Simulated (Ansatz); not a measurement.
# ClFGaH (built from SMILES [F][GaH][Cl]): a reaction path by the nudged elastic band

Aim: the minimum-energy path between two given structures and its highest point. Both ends were relaxed at PBE0-D4 in triple zeta.

Method: PBE0-D4/def2-SVP; program: Ansatz 0.2.0, Gaussian basis.

23 further runs of the same task are left out: 1 that didn't finish, 22 set aside as unsound or not needed.

## Step 1: The starting structure

The first end: 4 atoms, charge 0, spin multiplicity 1.

Atoms are counted from 1 here; the program's logs count them from 0.

Bond lengths: Ga1–F2 1.814 Å, H3–Cl4 1.299 Å.

Geometry (Å):

```
atom    x (Å)    y (Å)    z (Å)
 Ga1  -1.3426  -1.6098  -1.0937
  F2  -0.2442  -0.1790  -0.9010
  H3   0.5454   0.6536   0.4477
 Cl4   1.0413   1.1353   1.5471
```

The second end:

```xyz
4
charge 0, multiplicity 1
Ga   -0.94059   -1.29588    0.26894
F     0.16140    0.43085   -1.33031
H     0.46840    0.70128   -0.47838
Cl    0.31069    0.16375    1.53984
```

## Step 2: The band at PBE0-D4/def2-SVP

neb/in.yaml reads:

```yaml
crystal:
  periodic: [false, false, false]
  atoms:
    - {symbol: Ga, position_ang: [-1.342558, -1.609843, -1.093677]}
    - {symbol: F, position_ang: [-0.244213, -0.179028, -0.900977]}
    - {symbol: H, position_ang: [0.545395, 0.653566, 0.447698]}
    - {symbol: Cl, position_ang: [1.041277, 1.135304, 1.547055]}
basis:
  gaussian: {orbitals: def2-SVP}
hamiltonian: {xc: pbe0, dispersion: d4}
neb:
  images: 5
  climbing: true
  max_iterations: 40
  initial_path: idpp
  final_atoms:
    - {symbol: Ga, position_ang: [-0.940586, -1.295875, 0.268943]}
    - {symbol: F, position_ang: [0.161397, 0.430850, -1.330306]}
    - {symbol: H, position_ang: [0.468400, 0.701279, -0.478376]}
    - {symbol: Cl, position_ang: [0.310690, 0.163745, 1.539840]}
```

The run is started by

```bash
$ ansatz run in.yaml --threads 2 --pin off --events-out ev --progress --plain --max-ram 4352MiB
```

Before running it: what results should come out? Wanted: from earlier runs: barrier over the separately found saddle, CCSD(T)/def2-TZVPP.

**Answer**, as computed:

```
                                                                       quantity                                                value
                                                PBE0-D4/def2-SVP, 38 iterations  highest 0.0 kJ/mol (image 0), last end -34.7 kJ/mol
from earlier runs: barrier over the separately found saddle, CCSD(T)/def2-TZVPP                                          23.3 kJ/mol
```

What this shows: The highest image lies 0.0 kJ/mol above the first end, but it is an end point: the band shows no barrier between the ends at this level. The ends are not quite minima at this level (largest force component 0.14 eV/Å), which shifts the heights a little.
